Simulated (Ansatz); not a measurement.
# RuN (quartet): from Hartree-Fock to the top rungs, def2-TZVPP

An exercise on one series of results from a longer session: the logs are not shown, and one member is left open.

The runs use Ansatz 0.2.0, Gaussian basis; def2-TZVPP, core rule «outside noble gas», up to 5 orbitals frozen.

The runs, in order: UHF; ROHF; CCSD(T) on UHF.

2 further runs of the same task are left out: 2 set aside as unsound or not needed.

## The system

The geometry is a PBE0/def2-TZVP stationary point (not a proven minimum) of the parent state, kept for this charge and spin. No spin-orbit coupling is included. Elements past krypton take def2 core potentials.

2 atoms, charge 0, spin multiplicity 4.

Atoms are counted from 1 here; the program's logs count them from 0.

Bond lengths: Ru1–N2 1.541 Å.

As a file:

```xyz
2
NRu
Ru    0.0000    0.0000    0.0000
N     0.0000    0.0000    1.5408
```

Set-up of the first run:

File in.yaml:

```yaml
crystal:
  periodic: [false, false, false]
  atoms:
    - {symbol: Ru, position_ang: [0.000000, 0.000000, 0.000000]}
    - {symbol: N, position_ang: [0.000000, 0.000000, 1.540800]}
basis:
  gaussian: {orbitals: def2-TZVPP}
magnetization: {spin_polarized: true, initial_magnetization: 3}
hamiltonian: {xc: hf}
output: {orbitals: {seedname: orbitals}}
```

Launch:

```bash
ansatz run in.yaml --threads 1 --pin off --events-out ev --progress --plain --max-ram 4096MiB --backend cpu
```

Among the steps run: UHF; ROHF; CCSD(T) on UHF.

One table of the session follows, with a row left open; its other results are not shown here.

```
  method  from UCCSD(T) (meV)
    ROHF             +13695.0
     UHF             +13098.9
    UMP2                    ?
   UCCSD               +748.0
UCCSD(T)                    0
```

**Question.** Estimate the row for UMP2.

**Answer.** from UCCSD(T) (meV): +759.4. In the column «from UCCSD(T) (meV)» it lies between UCCSD (+748.0) and UHF (+13098.9).
